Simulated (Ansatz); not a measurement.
# C₂H₅BF₂O: up Jacob's ladder to CCSD(T)

The task here is to estimate one member of a computed series from the others.

Program: Ansatz 0.2.0, Gaussian basis. Level of theory: functionals in def2-TZVPP, the program's frozen cores in correlated methods. These are calculated values, not measurements.

The runs, in order: PBE-D4, r2SCAN-D4, PBE0-D4, B3LYP-D4, ωB97X-V, ωB97M-V, B2PLYP; CCSD(T)/def2-TZVPP; MP2/def2-QZVPP; extrapolation to the limit.

## The geometry

An earlier PBE0-D4 in a triple-zeta def2 set relaxation fixed the geometry.

SMILES `B[C@@H](F)[C@H](O)F`, 11 atoms, charge 0, spin multiplicity 1.

Atoms are counted from 1 here; the program's logs count them from 0.

Bond lengths: B1–C2 1.562 Å, B1–H7 1.192 Å, B1–H8 1.191 Å, C2–F3 1.389 Å, C2–C4 1.517 Å, C2–H9 1.103 Å, C4–O5 1.370 Å, C4–F6 1.389 Å, C4–H10 1.097 Å, O5–H11 0.961 Å. Angles: C2–B1–H7 120.1°, C2–B1–H8 118.4°, H7–B1–H8 121.4°, B1–C2–F3 114.0°, B1–C2–C4 114.1°, B1–C2–H9 106.8°, F3–C2–C4 107.7°, F3–C2–H9 107.6°, C4–C2–H9 106.3°, C2–C4–O5 108.8°, C2–C4–F6 108.9°, C2–C4–H10 110.4°, O5–C4–F6 110.0°, O5–C4–H10 113.2°, F6–C4–H10 105.4°, C4–O5–H11 109.1°.

Set-up of the first run:

in.yaml reads:

```yaml
crystal:
  periodic: [false, false, false]
  atoms:
    - {symbol: B, position_ang: [-1.340935, -0.544598, -0.740857]}
    - {symbol: C, position_ang: [0.139143, -0.046071, -0.767300]}
    - {symbol: F, position_ang: [0.387626, 0.933695, -1.719559]}
    - {symbol: C, position_ang: [0.642893, 0.471042, 0.567082]}
    - {symbol: O, position_ang: [0.753507, -0.582129, 1.436068]}
    - {symbol: F, position_ang: [-0.263730, 1.400486, 1.061018]}
    - {symbol: H, position_ang: [-2.104085, -0.198367, -1.588179]}
    - {symbol: H, position_ang: [-1.663445, -1.317308, 0.106666]}
    - {symbol: H, position_ang: [0.765179, -0.919289, -1.016929]}
    - {symbol: H, position_ang: [1.581469, 1.022764, 0.434346]}
    - {symbol: H, position_ang: [1.167774, -0.277123, 2.248343]}
basis:
  gaussian: {orbitals: def2-TZVPP}
hamiltonian: {xc: pbe, dispersion: d4}
output: {forces: true, orbitals: {seedname: orbitals}}
```

Command:

```bash
$ ansatz run in.yaml --threads 4 --pin off --events-out ev --progress --plain --max-ram 10444MiB
```

Steps of the session up to this table: PBE-D4 (GGA); r2SCAN-D4 (meta-GGA); PBE0-D4 (hybrid); B3LYP-D4 (hybrid); ωB97X-V (range-separated); ωB97M-V (range-separated); B2PLYP (double hybrid); CCSD(T) in def2-TZVPP; MP2 in def2-QZVPP.

One of the session's tables, all rows but one given; the rest of the session is left out.

It belongs to the step «Atomisation energies». 

```
            method  atomisation energy (kJ/mol)
            PBE-D4                       4325.4
         r2SCAN-D4                       4221.3
           PBE0-D4                       4216.0
          B3LYP-D4                       4193.6
           ωB97X-V                       4212.9
           ωB97M-V                       4219.0
            B2PLYP                       4157.1
     HF/def2-TZVPP                       3015.7
    MP2/def2-TZVPP                       4198.7
   CCSD/def2-TZVPP                       4015.6
CCSD(T)/def2-TZVPP                       4082.7
           MP2/CBS                            ?
       CCSD(T)/CBS                       4190.2
```

**Question.** Estimate the row for MP2/CBS.

**Answer.** atomisation energy (kJ/mol): 4306.3. In the column «atomisation energy (kJ/mol)» it lies between r2SCAN-D4 (4221.3) and PBE-D4 (4325.4).
